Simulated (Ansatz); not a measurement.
# Ga4As3P: the band gap up the ladder of functionals

The task here is to estimate one member of a computed series from the others.

Program: Ansatz 0.2.0. PAW datasets, plane waves. These are computed values for a spin-unpolarised cell that may be hypothetical; none is a measurement.

### The cell

The cell was relaxed beforehand with r2SCAN.

The symmetry is Pm (No. 6, monoclinic); a = 6.522 Å, b = 3.957 Å, c = 6.848 Å, β = 90.0° in the conventional setting, 22.09 Å³ an atom. P has 4 Ga at 2.37–2.39 Å; As has 4 Ga at 2.45–2.46 Å; As has 4 Ga at 2.43–2.47 Å; As has 4 Ga at 2.43–2.46 Å; Ga has 1 P at 2.38 Å and 3 As at 2.44 Å.

As a file:

```cif
data_structure
_symmetry_space_group_name_H-M 'Pm'
_symmetry_Int_Tables_number 6
_cell_length_a 6.5216
_cell_length_b 3.9573
_cell_length_c 6.8478
_cell_angle_alpha 90.000
_cell_angle_beta 90.002
_cell_angle_gamma 90.000
_cell_volume 176.73
loop_
_atom_site_label
_atom_site_type_symbol
_atom_site_symmetry_multiplicity
_atom_site_Wyckoff_symbol
_atom_site_fract_x
_atom_site_fract_y
_atom_site_fract_z
_atom_site_occupancy
P1 P 1 a 0.99931 0.00000 0.33255 1
As1 As 1 b 0.00139 0.50000 0.83379 1
As2 As 1 b 0.49985 0.50000 0.16947 1
As3 As 1 a 0.50182 0.00000 0.66426 1
Ga1 Ga 1 a 0.36430 0.00000 0.33333 1
Ga2 Ga 1 b 0.37726 0.50000 0.83360 1
Ga3 Ga 1 b 0.87782 0.50000 0.17362 1
Ga4 Ga 1 a 0.87825 0.00000 0.65940 1
```

Set-up of the first run:

input.yaml

```yaml
crystal:
  lattice:
    - [6.5216444484, 0.0, -0.0001349729]
    - [0.0, 3.957250635, 0.0]
    - [-0.0001437437, 0.0, 6.8477943918]
  atoms:
    - { symbol: P, position: [-0.000687745, 0.0, 0.3325459746] }
    - { symbol: As, position: [0.001385351, 0.5, 0.8337885574] }
    - { symbol: As, position: [0.4998535431, 0.5, 0.1694690733] }
    - { symbol: As, position: [0.5018208264, 0.0, 0.664256217] }
    - { symbol: Ga, position: [0.3643013293, 0.0, 0.3333257153] }
    - { symbol: Ga, position: [0.3772590441, 0.5, 0.8335956129] }
    - { symbol: Ga, position: [0.8778204364, 0.5, 0.1736205984] }
    - { symbol: Ga, position: [0.8782472147, 0.0, 0.6593982511] }
kpoints:
  mp_grid: { grid: [4, 6, 4] }
  band_path:
    path:
      - [0.0, 0.0, 0.0]
      - [-1.672318402123e-38, 0.5, -4.945405503234e-18]
      - [3.179532940334e-21, 0.5, 0.5]
      - [3.179532940334e-21, 7.211019581251e-35, 0.5]
      - [0.0, 0.0, 0.0]
      - [-0.5, -9.198298908772e-22, 0.5]
      - [-0.5, 0.5, 0.5]
      - [-1.672318402123e-38, 0.5, -4.945405503234e-18]
      - [-0.5, 0.5, 2.585488692019e-17]
      - [-0.5, -9.198298908773e-22, 3.07989428402e-17]
      - [0.0, 0.0, 0.0]
    npoints: 10
hamiltonian:
  xc: pbe
scf:
  occupations: { method: fermi_dirac, width: 0.02 }
  n_extra_bands: 6
output:
  forces: true
  stress: true
  eigenvalues: true
  write_density: true
  write_potential: true
  elf: true
  volumetric_format: npy
```

Command:

```bash
> ansatz run input.yaml --threads 4 --pin off --max-ram 6451MiB --backend cpu --events-out ev --progress --plain --runs-dir out
```

Among the steps run: PBE bands along the symmetry lines; Single point with r2SCAN; Single point with HSE06; Single point with PBE+SOC; Single point with PBE0.

One table of the session follows, with a row left open; its other results are not shown here.

| level | gap (eV) |
| --- | --- |
| PBE | 0.73 |
| r2SCAN | 1.17 |
| HSE06 | ? |
| PBE+SOC | 0.65 |
| PBE0 | 2.22 |

**Question.** Estimate the row for HSE06.

The run gave: gap (eV): 1.56. In the column «gap (eV)» it lies between r2SCAN (1.17) and PBE0 (2.22).

Meshes: PBE 4×6×4, r2SCAN 4×6×4, HSE06 2×4×2, PBE+SOC 4×6×4, PBE0 2×4×2

In words: PBE+SOC gives the least gap, 0.65 eV, and PBE0 the largest, 2.22 eV. Against HSE06, PBE is short by 0.83 eV, at 47 % of it, and r2SCAN 75 %. PBE0 lies 0.66 eV above HSE06, which differs from it by screening the long-range exchange.

To keep in mind: Warnings in the runs' records: stress exchange threshold loose, stress scf threshold loose.
